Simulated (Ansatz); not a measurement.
BrH2MgN, SMILES [NH2][Mg][Br], a short molecular-dynamics run

Computed with Ansatz's Python interface.

Interactive session:
```pycon
>>> import ansatz
>>> from ase import Atoms
>>> import numpy as np
>>> atoms = Atoms(['N', 'Mg', 'Br', 'H', 'H'], positions=[
...     (-1.0254, 0.5348, -0.2322),
...     (0.5245, -0.5671, 0.4326),
...     (2.4498, -1.9579, 1.2457),
...     (-0.6893, 1.5873, -0.2197),
...     (-1.2097, 0.3292, -1.2679),
... ])
>>> molecule = ansatz.Crystal.molecule_from_ase(atoms)
>>> model = (
...     molecule.calculation()
...     .basis(gaussian='def2-SVP')
...     .functional('BLYP', dispersion='d4')
...     .md('nve', timestep=0.5, steps=30, temperature=200, initial_velocities='maxwell_boltzmann', seed=76)
... )
>>> frames = []
>>> model.session().plan().execute(on_event=lambda e: frames.append(e['data']) if e['event'] == 'md_step' else None)
<ansatz.RunOutcome object at 0x...>
>>> print('t (fs)   E_pot (eV)      E_kin (eV)   T (K)   d(0-1) (A)')
t (fs)   E_pot (eV)      E_kin (eV)   T (K)   d(0-1) (A)
>>> for f in frames[::3]:
...     xyz = np.array(f['positions_ang'])
...     print(f'{f["time_fs"]:6.2f} {f["lagrangian_ev"]:14.5f} {f["e_kin_ev"]:10.5f} {f["temperature_k"]:8.1f} {np.linalg.norm(xyz[0] - xyz[1]):9.4f}')
...
  0.00   -77004.38897    0.07756    200.0    2.0145
  1.50   -77004.41589    0.10391    268.0    2.0261
  3.00   -77004.48138    0.16769    432.4    2.0373
  4.50   -77004.41070    0.09860    254.3    2.0466
  6.00   -77004.39190    0.08038    207.3    2.0523
  7.50   -77004.48047    0.16674    430.0    2.0540
  9.00   -77004.43788    0.12552    323.7    2.0529
 10.50   -77004.38926    0.07793    201.0    2.0506
 12.00   -77004.46230    0.14986    386.4    2.0479
 13.50   -77004.51930    0.20553    530.0    2.0441
 15.00   -77004.44870    0.13745    354.5    2.0376
>>> kept = np.array([f['conserved_ev'] for f in frames])
>>> print(f'conserved energy moves by at most {1000 * np.ptp(kept):.3f} meV')
conserved energy moves by at most 2.847 meV
```

What to keep in mind:
- These settings explore the input space; basis and method may be short of convergence.
- The trajectory is only some femtoseconds long, so its temperature is not equilibrated; where the script doesn't relax first, it starts from a rough generated geometry.
- The temperature counts the internal degrees of freedom alone.
- Hardware and time: 62 s on 1 thread of Arm Neoverse V1, on a shared host, peak memory 0.19 GiB.

(Lines on the test bed's own set-up are left out of the output.)
